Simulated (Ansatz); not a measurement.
# Ga2SeO6: what a guessed cell relaxes into, part 1 of 2

Aim: relax a trial structure of Ga2SeO6 and see where it ends.

Method: DFT PBE, scalar-relativistic, plane waves, PAW, in Ansatz 0.2.0.

**1. The system as given**

The structure is cubic, space group Fm-3m (No. 225). Conventional cell: a = 7.914 Å, b = 7.914 Å, c = 7.914 Å, α = 90.00°, β = 90.00°, γ = 90.00°. Around Ga (site symmetry -43m) lie 6 O at 1.98 Å. Se (site symmetry m-3m) has 12 O at 2.80 Å as nearest neighbours. O (site symmetry mmm) has 2 Ga at 1.98 Å as nearest neighbours.

Coordinates:

```
Ga Se O
1.0
     0.00000    3.95708    3.95708
     3.95708    0.00000    3.95708
     3.95708    3.95708    0.00000
Ga Se O
2 1 6
Direct
  0.75000 0.75000 0.75000
  0.25000 0.25000 0.25000
  0.50000 0.50000 0.50000
  0.00000 0.00000 0.50000
  0.50000 0.50000 0.00000
  0.00000 0.50000 0.00000
  0.50000 0.00000 0.00000
  0.50000 0.00000 0.50000
  0.00000 0.50000 0.50000
```

A structure generator made this guess: species swapped into a database cell of NaW2O6 (Fm-3m, No. 225), with Se on the Na sites and Ga on the W sites. Lengths come from tabulated atomic sizes and are only a guess.

**2. Probe: one point on a coarse mesh**

Contents of input.yaml:

```yaml
crystal:
  lattice:
    - [0.0, 3.95707753, 3.95707753]
    - [3.95707753, 0.0, 3.95707753]
    - [3.95707753, 3.95707753, 0.0]
  atoms:
    - { symbol: Ga, position: [0.75, 0.75, 0.75] }
    - { symbol: Ga, position: [0.25, 0.25, 0.25] }
    - { symbol: Se, position: [0.5, 0.5, 0.5] }
    - { symbol: O, position: [0.0, 0.0, 0.5] }
    - { symbol: O, position: [0.5, 0.5, 0.0] }
    - { symbol: O, position: [0.0, 0.5, 0.0] }
    - { symbol: O, position: [0.5, 0.0, 0.0] }
    - { symbol: O, position: [0.5, 0.0, 0.5] }
    - { symbol: O, position: [0.0, 0.5, 0.5] }
basis:
  ecutwfc: 420
kpoints:
  mp_grid: { grid: [4, 4, 4] }
hamiltonian:
  xc: pbe
scf:
  occupations: { method: gaussian, width: 0.1 }
  lower_state_search: "off"
output:
  forces: true
  stress: true
  eigenvalues: true
```

Launch:

```bash
$ ansatz run input.yaml --threads 1 --pin off --max-ram 2048MiB --backend cpu --events-out ev --progress --plain --runs-dir out
```

Log, cut to the lines that bear on the results:

```text
Warning: RAYON_NUM_THREADS=1 ignored (pool sized by the plan → 1); use --threads N
[...]
Pseudopotentials: kind: paw
Pseudopotential: Ga, paw, valence charge 13, recommended cutoff 420 eV (normal), Ga.paw.azcp
Pseudopotential: Se, paw, valence charge 16, recommended cutoff 420 eV (normal), Se.paw.azcp
Pseudopotential: O, paw, valence charge 6, recommended cutoff 420 eV (normal), O.paw.azcp
Functional definition: PBE
[...]
Crystal: 9 atoms, lattice volume = 123.924 Å³
Basis set: ecut = 420 eV, 2421 PW (Γ), exchange–correlation on 80×80×80 points (8 copies of the dense FFT grid, shifted against one another)
Bands: 48, of which v1, the nominal top of the filled ones, is band 39 counted from 1 (38 counted from 0)
Symmetry: 48 space group operations
[...]
Entropy (-TS):   -0.046630 eV (-5.181 meV/atom)
Fermi energy:    4.064639 eV
[...]
--- Forces (eV/Å), atoms counted from 1 ---
  atom   1  Ga     0.00000000     0.00000000    -0.00000000
  atom   2  Ga     0.00000000    -0.00000000    -0.00000000
  atom   3  Se     0.00000000    -0.00000000     0.00000000
  atom   4  O      0.00000000    -0.00000000    -0.00000000
  atom   5  O      0.00000000    -0.00000000     0.00000000
  atom   6  O      0.00000000    -0.00000000     0.00000000
  atom   7  O      0.00000000    -0.00000000    -0.00000000
  atom   8  O      0.00000000    -0.00000000     0.00000000
[...]
--- Stress (GPa, compression-positive) ---
       -9.933212      -0.000000      -0.000000
       -0.000000      -9.933212      -0.000000
        0.000000      -0.000000      -9.933212
  P = ⅓ Tr σ = -9.9332 GPa (-99.332 kbar)
--- Band table (eV; the first three rows and the last of 8) ---
[...]
```

Wall time 7 s (1 thread of Arm Neoverse N1, shared host); peak memory 0.39 GiB.

The probe gives pressure -9.9 GPa, largest force 0.00 eV/Å, gap on this mesh none (metal). A guess like this is first relaxed loosely on the coarse mesh.

**3. Spin check on a coarse mesh**

Contents of input.yaml:

```yaml
crystal:
  lattice:
    - [0.0, 3.95707753, 3.95707753]
    - [3.95707753, 0.0, 3.95707753]
    - [3.95707753, 3.95707753, 0.0]
  atoms:
    - { symbol: Ga, position: [0.75, 0.75, 0.75] }
    - { symbol: Ga, position: [0.25, 0.25, 0.25] }
    - { symbol: Se, position: [0.5, 0.5, 0.5] }
    - { symbol: O, position: [0.0, 0.0, 0.5], spin: 1.0 }
    - { symbol: O, position: [0.5, 0.5, 0.0], spin: 1.0 }
    - { symbol: O, position: [0.0, 0.5, 0.0], spin: 1.0 }
    - { symbol: O, position: [0.5, 0.0, 0.0], spin: 1.0 }
    - { symbol: O, position: [0.5, 0.0, 0.5], spin: 1.0 }
    - { symbol: O, position: [0.0, 0.5, 0.5], spin: 1.0 }
basis:
  ecutwfc: 420
kpoints:
  mp_grid: { grid: [4, 4, 4] }
hamiltonian:
  xc: pbe
scf:
  occupations: { method: gaussian, width: 0.1 }
  lower_state_search: "off"
output:
  forces: true
  stress: true
  eigenvalues: true
  populations: true
magnetization:
  spin_polarized: true
```

Launch:

```bash
$ ansatz run input.yaml --threads 1 --pin off --max-ram 2048MiB --backend cpu --events-out ev --progress --plain --runs-dir out
```

Log, cut to the lines that bear on the results:

```text
[...]
SCF converged after 17 iterations
Magnetization: 2.9682 μB (40.4841 up, 37.5159 down)
Absolute magnetization: 3.2152 μB (∫|ρ↑−ρ↓|, with the PAW one-centre terms)
Spin contamination: 0.0396 ħ² per cell (⟨S²⟩ above its minimum at these occupations)
[...]
Free energy (F): -16426.709319 eV
[...]
E sigma→0 (E₀):  -16426.691408 eV
Entropy (-TS):   -0.035823 eV (-3.980 meV/atom)
Fermi energy:    4.295430 eV
[...]
--- Band table (eV; the first three rows and the last of 16) ---
[...]
--- Löwdin populations: 9 sites ---
  site symbol       q [e]    m [muB]
     0     Ga     12.0364    -0.0528
     1     Ga     12.0364    -0.0528
     2     Se     15.0381    -0.0678
     3      O      6.4412     0.5276
     4      O      6.4412     0.5276
     5      O      6.4412     0.5276
     6      O      6.4412     0.5276
     7      O      6.4412     0.5276
     8      O      6.4412     0.5276
  spilling = 0.003098 (of n_electrons = 78.000000)
```

Run time: 22 s. Hardware: 1 thread of Arm Neoverse N1, shared host; peak memory 0.45 GiB.

Site by site:

```
atom  moment in the atom's sphere (μB)  Löwdin electrons
 Ga1                             -0.01             12.04
 Ga2                             -0.01             12.04
 Se3                             -0.04             15.04
  O4                              0.45              6.44
  O5                              0.45              6.44
  O6                              0.45              6.44
  O7                              0.45              6.44
  O8                              0.45              6.44
  O9                              0.45              6.44
```

The Löwdin counts miss 0.24 of the 78 electrons, which the atomic orbitals do not span, so they are no charges.

The same cell is solved with trial moments on O. The largest site moment that stays is 0.45 μB and the cell's total 2.97 μB. The workflow keeps spin only above 0.25 μB on a site, so spin is kept from here on.

(Continued in part 2 of 2.)
